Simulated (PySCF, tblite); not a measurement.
# C4H6F4: geometry, infrared bands and NMR shifts

Wanted: the infrared bands and NMR shifts of C4H6F4 (`FC[C@@H](F)[C@@H](F)CF`), by calculation.

Computed with tblite 0.8.0 and PySCF 2.14.0, with density-fitted response routines of our own, on a single molecule in the gas phase. Atoms are numbered from 0 throughout.

## (1) The starting structure

14 atoms, charge 0, multiplicity 1; geometry from: force field or distance geometry start.

Bonds of the start (Å): F0–C1 1.36, C1–C2 1.54, C2–F3 1.35, C2–C4 1.51, C4–F5 1.37, C4–C6 1.51, C6–F7 1.37, C1–H8 1.08, C1–H9 1.10, C2–H10 1.09, C4–H11 1.10, C6–H12 1.08, C6–H13 1.10.

## (2) Optimising the geometry with GFN2-xTB

Job settings and geometry (Å):

```
{"job": {"kind": "relax", "xc": "GFN2-xTB", "basis": "xTB"}, "charge": 0, "multiplicity": 1}
F     -2.066200    -0.474000    -1.287000
C     -1.919200     0.202800    -0.120500
C     -0.552200    -0.143000     0.491600
F     -0.546500    -1.456200     0.809600
C      0.559300     0.137300    -0.488600
F      0.539800     1.462700    -0.828500
C      1.914000    -0.195600     0.099200
F      2.080000     0.475400     1.282600
H     -2.006900     1.264800    -0.315400
H     -2.726500    -0.117000     0.560100
H     -0.430100     0.432500     1.409600
H      0.422400    -0.437800    -1.417400
H      2.716200     0.116800    -0.553400
H      2.015100    -1.269200     0.306000
```

Started as:

```
$ OMP_NUM_THREADS=1 python probes_run.py task.json out
```

The driver reads the jobs from task.json and runs them one after another.

**Question.** This job is followed by: GFN2-xTB harmonic vibrations, gas phase; GIAO PBE0/pcSseg-1 NMR shielding, non-relativistic, gas phase. What will the session give for the following? strongest single infrared mode (GFN2-xTB); zero-point energy (GFN2-xTB); ¹³C shifts against TMS (PBE0/pcSseg-1, means over atoms taken as alike); ¹H shifts against TMS (PBE0/pcSseg-1, means over atoms taken as alike); ¹⁹F shifts against CFCl3 (PBE0/pcSseg-1, means over atoms taken as alike).

As calculated:

| quantity | value |
| --- | --- |
| strongest single infrared mode (GFN2-xTB) | 1092 cm⁻¹, 156 km/mol |
| zero-point energy (GFN2-xTB) | 61.6 kcal/mol |
| ¹³C shifts against TMS (PBE0/pcSseg-1, means over atoms taken as alike) | 91.0, 85.5 ppm |
| ¹H shifts against TMS (PBE0/pcSseg-1, means over atoms taken as alike) | 5.34, 5.06, 5.05 ppm |
| ¹⁹F shifts against CFCl3 (PBE0/pcSseg-1, means over atoms taken as alike) | -235.5, -271.7 ppm |

The optimisation took 34 steps and gained 0.055 eV; among the close pairs (by a distance rule), C2–C4 changed most, from 1.508 to 1.536 Å. All 36 modes are real, so the xTB geometry is a minimum. The strongest single mode, at 1092 cm⁻¹, is spread over several atoms, C2, C4, C6, C1 among them. Unscaled tight-binding wavenumbers are off by several per cent, some by more. Its intensities can rank the bands wrongly. The most deshielded carbon is C2, C4 (mean) (sp3 CH bonded to F), at 91.0 ppm: deshielded by the electronegative neighbour.
